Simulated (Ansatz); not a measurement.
# C: the cost of one run

Computed with Ansatz 0.2.0 (DFT r2SCAN, scalar-relativistic, plane waves, PAW, unless a step's input says otherwise).

1 further run of the same task is left out (set aside as unsound or not needed). Runs told in other sessions of the task aren't counted.

**1. Starting point**

The structure is cubic, space group Im-3m (No. 229). Conventional cell: a = 4.858 Å, b = 4.858 Å, c = 4.858 Å, α = 90.00°, β = 90.00°, γ = 90.00°. C (site symmetry 3m) has 4 C at 1.47 to 1.58 Å in its first shell of neighbours.

Structure file:

```xyz
8
Lattice="-2.4291 2.4291 2.4291 2.4291 -2.4291 2.4291 2.4291 2.4291 -2.4291" Properties=species:S:1:pos:R:3 pbc="T T T"
C    -0.7906    0.7906    0.7906
C     1.6385    1.6385    1.6385
C     0.7906   -0.7906    0.7906
C     0.7906    0.7906   -0.7906
C     1.6385   -1.6385    1.6385
C     0.7906    0.7906    0.7906
C    -1.6385    1.6385    1.6385
C     1.6385    1.6385   -1.6385
```

It goes back to an entry of the Materials Project, which need not be the stable form.

This cell was relaxed beforehand with the same method: volume 7.17 Å³/atom, gap on the mesh 3.19 eV.

**2. Zero of energy**

Reference values: F = -2006.8272 eV; pressure 0.01 GPa; largest force 0.005 eV/Å; gap on the mesh 3.19 eV. It was computed beforehand with the settings of the runs below.

**3. Setting up a strain scan**

The cell is strained by ε times the Voigt pattern (0, 0, 0, 1, 0, 0) (xx, yy, zz, yz, xz, xy; engineering shear), with fractional coordinates fixed (clamped ions). The stress on the pattern is the sum of the stress components weighted by it, tension positive.

**4. ε = -0.0400**

Input file input.yaml:

```yaml
crystal:
  lattice:
    - [-2.4291088834, 2.3805267057, 2.3805267057]
    - [2.4291088834, -2.4776910611, 2.4776910611]
    - [2.4291088834, 2.4776910611, -2.4776910611]
  atoms:
    - { symbol: C, position: [0.3254551632, 0.0, 0.0] }
    - { symbol: C, position: [0.6745448368, 0.6745448368, 0.6745448368] }
    - { symbol: C, position: [0.0, 0.3254551632, 0.0] }
    - { symbol: C, position: [0.0, 0.0, 0.3254551632] }
    - { symbol: C, position: [0.0, 0.6745448368, 0.0] }
    - { symbol: C, position: [0.3254551632, 0.3254551632, 0.3254551632] }
    - { symbol: C, position: [0.6745448368, 0.0, 0.0] }
    - { symbol: C, position: [0.0, 0.0, 0.6745448368] }
basis:
  ecutwfc: 500
kpoints:
  mp_grid: { grid: [8, 8, 8] }
hamiltonian:
  xc: r2scan
scf:
  occupations: { method: gaussian, width: 0.05 }
output:
  forces: true
  stress: true
  eigenvalues: true
  write_density: true
  write_potential: true
  elf: true
  volumetric_format: npy
```

The run is started by

```console
> ansatz run input.yaml --threads 2 --pin off --max-ram 5120MiB --backend cpu --events-out ev --progress --plain --runs-dir out
```

**Question.** How long does this run take on 2 threads of Arm Neoverse V2, shared host, and how much memory does it need?

About 10 s, with a peak of 0.54 GiB.
